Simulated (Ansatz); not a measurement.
**CH5GaO2S: one species, many methods**

Aim: compute CH5GaO2S with functionals from several rungs and with coupled cluster. The yardstick is the atomisation energy at the CCSD(T) limit.

The runs use Ansatz 0.2.0, Gaussian basis; functionals in def2-TZVPP, the program's frozen cores in correlated methods.

The runs, in order: LDA (SPW92), PBE-D4, revPBE-D4, BLYP-D4, r2SCAN-D4, B97M-V, PBE0-D4, B3LYP-D4, r2SCANh-D4, r2SCAN0-D4, HSE06-D4, BHLYP-D4, CAM-B3LYP-D4, LC-ωPBE, ωB97X-V, ωB97M-V, B2PLYP, PBE-QIDH; CCSD(T)/def2-SVP; CCSD(T)/def2-TZVPP; MP2/def2-QZVPP; extrapolation to the limit; RPA on PBE.

## 1. The geometry

All runs share one geometry, relaxed beforehand with PBE0-D4 in a triple-zeta def2 set.

SMILES `C[O][Ga]([OH])[SH]`, 10 atoms, charge 0, spin multiplicity 1.

Atoms are counted from 1 here; the program's logs count them from 0.

Bond lengths: C1–O2 1.405 Å, C1–H6 1.094 Å, C1–H7 1.097 Å, C1–H8 1.099 Å, O2–Ga3 1.781 Å, Ga3–O4 1.780 Å, Ga3–S5 2.175 Å, O4–H9 0.960 Å, S5–H10 1.345 Å. Angles: O2–C1–H6 108.5°, O2–C1–H7 111.8°, O2–C1–H8 113.0°, H6–C1–H7 107.8°, H6–C1–H8 107.4°, H7–C1–H8 108.1°, C1–O2–Ga3 122.8°, O2–Ga3–O4 121.4°, O2–Ga3–S5 118.6°, O4–Ga3–S5 119.9°, Ga3–O4–H9 113.9°, Ga3–S5–H10 91.5°.

Coordinates:

```xyz
10

C    -0.63500   -1.48325   -0.33607
O     0.05193   -0.35618   -0.81870
Ga    0.45354    1.04255    0.20796
O    -0.03221    1.10778    1.91877
S     1.54768    2.70269   -0.67368
H    -1.02564   -2.04395   -1.19019
H     0.02521   -2.15177    0.23058
H    -1.48909   -1.22434    0.30467
H    -0.48985    0.32140    2.22391
H     1.59344    2.08507   -1.86724
```

## 2. LDA

This LDA is Slater exchange with PW92 correlation.

Contents of in.yaml:

```yaml
crystal:
  periodic: [false, false, false]
  atoms:
    - {symbol: C, position_ang: [-0.634997, -1.483254, -0.336066]}
    - {symbol: O, position_ang: [0.051929, -0.356178, -0.818704]}
    - {symbol: Ga, position_ang: [0.453542, 1.042553, 0.207961]}
    - {symbol: O, position_ang: [-0.032212, 1.107779, 1.918768]}
    - {symbol: S, position_ang: [1.547678, 2.702693, -0.673680]}
    - {symbol: H, position_ang: [-1.025645, -2.043946, -1.190190]}
    - {symbol: H, position_ang: [0.025212, -2.151774, 0.230575]}
    - {symbol: H, position_ang: [-1.489086, -1.224339, 0.304669]}
    - {symbol: H, position_ang: [-0.489855, 0.321402, 2.223907]}
    - {symbol: H, position_ang: [1.593443, 2.085075, -1.867240]}
basis:
  gaussian: {orbitals: def2-TZVPP}
hamiltonian: {xc: lda}
output: {orbitals: {seedname: orbitals}}
```

Run with:

```sh
$ ansatz run in.yaml --threads 4 --pin off --events-out ev --progress --plain --max-ram 10444MiB
```

Further steps of the session: PBE-D4 (GGA); revPBE-D4 (GGA); BLYP-D4 (GGA); r2SCAN-D4 (meta-GGA); B97M-V (meta-GGA); PBE0-D4 (hybrid); B3LYP-D4 (hybrid); r2SCANh-D4 (hybrid); r2SCAN0-D4 (hybrid); HSE06-D4 (hybrid); BHLYP-D4 (hybrid); CAM-B3LYP-D4 (range-separated); LC-ωPBE (range-separated); ωB97X-V (range-separated); ωB97M-V (range-separated); B2PLYP (double hybrid); PBE-QIDH (double hybrid); CCSD(T) in def2-SVP; CCSD(T) in def2-TZVPP; MP2 in def2-QZVPP; RPA on PBE orbitals.

Before running them: what should the planned runs give, taken together? Wanted: atomisation energy, CCSD(T)/CBS; farthest beyond LDA; mean size of error, GGA; mean size of error, meta-GGA; mean size of error, hybrid; mean size of error, range-separated; mean size of error, double hybrid; gap, smallest and largest; T1 diagnostic.

The runs gave:

```
                               quantity                                              value
        atomisation energy, CCSD(T)/CBS                                      3514.5 kJ/mol
 functionals within 35.1 kJ/mol (1.0 %)  r2SCAN-D4, B97M-V, CAM-B3LYP-D4, ωB97X-V, ωB97M-V
                    farthest beyond LDA                           BHLYP-D4 (-175.1 kJ/mol)
                mean size of error, GGA                                        49.6 kJ/mol
           mean size of error, meta-GGA                                        11.3 kJ/mol
             mean size of error, hybrid                                        71.7 kJ/mol
    mean size of error, range-separated                                        22.2 kJ/mol
      mean size of error, double hybrid                                        57.8 kJ/mol
              gap, smallest and largest          4.49 eV (LDA (SPW92)), 11.92 eV (LC-ωPBE)
                          T1 diagnostic                                             0.0138
triples share of the correlation energy                                              3.9 %
```

In words: The LDA atomisation energy is off by 539.6 kJ/mol (15 %): it overbinds. PBE-D4 is off by +41.2 kJ/mol. Double hybrids carry the basis error of their MP2 part in triple zeta, and no dispersion term here, so their miss is partly the set-up's. The rungs meta-GGA, range-separated miss on average by less than the doubt on the reference (35.1 kJ/mol), so they tie. Misses under about 35.1 kJ/mol are within the doubt on the reference itself, which lacks core-valence correlation, relativity and higher excitations, and its outer-core shells are covered unevenly. Hartree-Fock recovers 69 % of the binding; the rest is correlation. CCSD(T) in def2-SVP is off by -234.2 kJ/mol, which most functionals beat. Orbital gaps span 4.5 to 11.9 eV; exact exchange widens them. Correlated methods include outer-core shells of Ga, which these sets cover unevenly.
